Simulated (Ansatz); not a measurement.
This script makes an equation of state with a fit of KCaCl3, space group Pm-3m with Ansatz 0.2.0, Python API.

`kcacl3.py`:
```python
"""Bulk modulus of KCaCl3 from an E(V) curve."""

import warnings

import ansatz as az
import numpy as np
from pymatgen.analysis.eos import EOS

vectors0 = np.array([
    [5.393523, 0.0, 0.0],
    [0.0, 5.393523, 0.0],
    [0.0, 0.0, 5.393523],
])
sites = [
    ("K", (0.0, 0.0, 0.0)),
    ("Ca", (0.5, 0.5, 0.5)),
    ("Cl", (0.0, 0.5, 0.5)),
    ("Cl", (0.5, 0.0, 0.5)),
    ("Cl", (0.5, 0.5, 0.0)),
]


def crystal_on(cell):
    crystal = az.Crystal(lattice=az.Lattice.of(cell))
    for symbol, position in sites:
        crystal = crystal.atom(symbol, position)
    return crystal


def main() -> None:
    warnings.simplefilter("ignore", az.DeckWarning)

    # scale the volume, keep shape and fractions
    volumes, energies = [], []
    for scale in np.linspace(0.88, 1.12, 7):
        cell = vectors0 * scale ** (1 / 3)
        calculation = (
            crystal_on(cell).calculation()
            .functional(az.Functional.PBESOL)
            .occupations("fixed")
            .scf(tolerance=1e-07)
            .basis(500)
            .kpoints(3, 3, 3)
        )
        report = calculation.run(threads=1).report
        volumes.append(abs(np.linalg.det(cell)) / len(sites))
        energies.append(report["free_energy_ev"] / len(sites))
        print(f"V = {volumes[-1]:8.4f} A^3/atom  F = {energies[-1]:.5f} eV/atom")

    for form in ["murnaghan"]:
        fit = EOS(eos_name=form).fit(volumes, energies)
        print(f"{form:18s} V0 {fit.v0:8.4f} A^3/atom  B0 {fit.b0_GPa:7.1f} GPa  B1 {fit.b1:5.2f}")


if __name__ == "__main__":
    main()
```

From its runs, with one value withheld:

| V (Å³/atom) | F less the lowest row shown (meV/atom) |
| --- | --- |
| 27.614 | 16.52 |
| 28.869 | 2.93 |
| 30.124 | 0.00 |
| 31.380 | ? |
| 32.635 | 17.69 |
| 33.890 | 35.18 |
| 35.145 | 56.83 |

What is the missing energy at 31.380 Å³ an atom?

A third-order Birch-Murnaghan fit, E = E0 + (9 V0 B0 / 16) [(t - 1)³ B' + (t - 1)² (6 - 4t)] with t = (V0/V)^(2/3), through the 6 rows shown gives V0 = 29.888 Å³, B0 = 26.7 GPa, B' = 4.56 and E0 = -0.15 meV. At V = 31.380 Å³, t = 0.96806, and the fit interpolates to 5.51 meV. The run gave 5.50 meV, a miss of 0.00 meV.

This cell is a computed structure, which may not be the phase found in nature. It ran for 6.7 s on 1 thread of Intel(R) Xeon(R) Platinum 8488C (Sapphire Rapids), on a shared host, peak memory 0.54 GiB.
